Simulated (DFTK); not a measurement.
Write the native input for DFTK 0.8.2 that does the following.

* Task: single point
* Functional: PBEsol
* Potentials or basis: SG15 1.2 (PBE)
* Cutoff: 1225 eV
* k mesh: 4 × 3 × 3
* Occupations: fermi-dirac, width 0.05 eV
* Spin: no spin polarisation
* Valence electrons: H 1, N 5, O 6, Pb 14
* SCF tolerance on the density: 1e-06

HPbNO4:

```xyz
7
Lattice="4.2753 -0.0004 0.0064 -2.0840 5.2077 -0.0491 -2.1238 -1.8657 4.9149" Properties=species:S:1:pos:R:3 pbc="T T T"
H     2.2338   -1.5247    4.4769
Pb    0.1373    4.0030    0.6652
N    -2.0197    1.5311    2.4473
O     2.2736    4.7756    0.1022
O    -1.9905    2.6889    2.9560
O     2.2225    1.4102    1.1945
O    -2.0163    0.5081    3.1892
```

The cell was built by a generator and needn't be a form met in nature.

The input as run:

run.jl

```julia
using DFTK
using PseudoPotentialData
using Unitful, UnitfulAtomic
using LinearAlgebra, Printf
include("save.jl")
setup_threading()

# lattice vectors are the columns
lattice = austrip(1u"Å") * [       4.27531       -2.08399       -2.12377;
                  -0.0004        5.20775       -1.86574;
                  0.00636       -0.04907        4.91491]
symbols   = [:H, :Pb, :N, :O, :O, :O, :O]
positions = [[0.99073, 0.0333, 0.90994],
             [0.50274, 0.81989, 0.14287],
             [0.00838, 0.47408, 0.50265],
             [0.99816, 0.92741, 0.02877],
             [0.19467, 0.73435, 0.60852],
             [0.81673, 0.35882, 0.24556],
             [0.01381, 0.33121, 0.65217]]
pseudopotentials = Dict(:H => "H.upf", :N => "N.upf", :O => "O.upf", :Pb => "Pb.upf")
elements = Dict(s => ElementPsp(s, pseudopotentials; rcut=10.0) for s in unique(symbols))
atoms    = [elements[s] for s in symbols]

build_model(lattice, positions; symmetries=true) =
    model_DFT(lattice, atoms, positions;
              functionals=PBEsol(),
              temperature=austrip(0.05u"eV"),
              smearing=Smearing.FermiDirac(),
              symmetries)
Ecut  = 45.0  # hartree
kgrid = [4, 3, 3]
tol   = 1e-6
to_GPa = ustrip(uconvert(u"GPa", 1u"hartree/bohr^3"))

model = build_model(lattice, positions)
basis = PlaneWaveBasis(model; Ecut, kgrid)
display(basis)
scfres = self_consistent_field(basis;
                               tol,
                               nbandsalg=AdaptiveBands(model; n_bands_converge=28))
display(scfres.energies)
@printf "Fermi level: %.6f eV\n" ustrip(auconvert(u"eV", something(scfres.εF, NaN)))
forces = compute_forces_cart(scfres)
println("Forces (eV/Å)")
for (s, f) in zip(symbols, forces)
    @printf "%-3s %12.6f %12.6f %12.6f\n" s ustrip.(auconvert.(u"eV/Å", f))...
end
stress = compute_stresses_cart(scfres)
println("Stress (GPa)")
display(round.(stress * to_GPa; digits=4))
println("Levels at the first k-point (eV): ", round.(ustrip.(auconvert.(u"eV", scfres.eigenvalues[1][1:scfres.n_bands_converge])); digits=4))
save_scf!(scfres; forces, stress)
```

Potentials or basis: SG15 1.2 (PBE).

Command:

```console
$ julia --threads=4 run.jl  # save.jl only writes the numbers to a file and isn't shown; printed stress counts tension as positive; times include loading and compiling
```

It gave:

- Pressure: -1.7 GPa
- Largest force: 0.294 eV/Å
- Band gap on the k mesh: 2.85 eV, indirect (least direct gap 3.19 eV)

Caveat: the k mesh is coarse (spacing up to 0.45 Å⁻¹), so the values aren't converged; the potentials were made for another functional, which shifts forces and pressure; spin-orbit coupling is left out, which as a rule narrows the gap of such compounds by several tenths of an eV; an odd mesh through Γ misses points on the zone boundary, where band edges often lie.

Run time: 8.9 min on 4 threads of Intel(R) Xeon(R) 6975P-C (Granite Rapids), on a shared host, peak memory 4.6 GiB.
